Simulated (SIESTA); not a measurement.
Crystal: NbRu3C.

```
Ru Nb C
1.0
     4.06514    0.00000    0.00000
     0.00000    4.06514    0.00000
     0.00000    0.00000    4.06514
Ru Nb C
3 1 1
Direct
  0.50000 0.50000 0.00000
  0.50000 0.00000 0.50000
  0.00000 0.50000 0.50000
  0.00000 0.00000 0.00000
  0.50000 0.50000 0.50000
```

The cell comes from a database or a generator and needn't be the stable form of this composition.

Base run:

* Program: SIESTA 5.4.2
* Functional: PBEsol
* Potentials or basis: PseudoDojo 0.4 standard (PBEsol files)
* Basis: SZP (energy shift 0.003 Ry)
* Grid cutoff: 800 Ry
* Energy shift: 0.003 Ry
* k mesh: 7 × 7 × 7
* Occupations: fermi-dirac, width 0.05 eV
* Spin: no spin polarisation

Its results: band gap on the k mesh none (metal or under the smearing width); pressure -5.3 GPa.

The run is repeated on the same cell with these changes: basis from SZP (energy shift 0.003 Ry) to SZ (energy shift 0.003 Ry). What comes out?

Band gap on the k mesh none (metal or under the smearing width); pressure -1.5 GPa.

Caveats: the basis of atomic orbitals isn't converged, which shifts pressures, moduli and gaps; the basis has no polarisation orbitals (some runs).
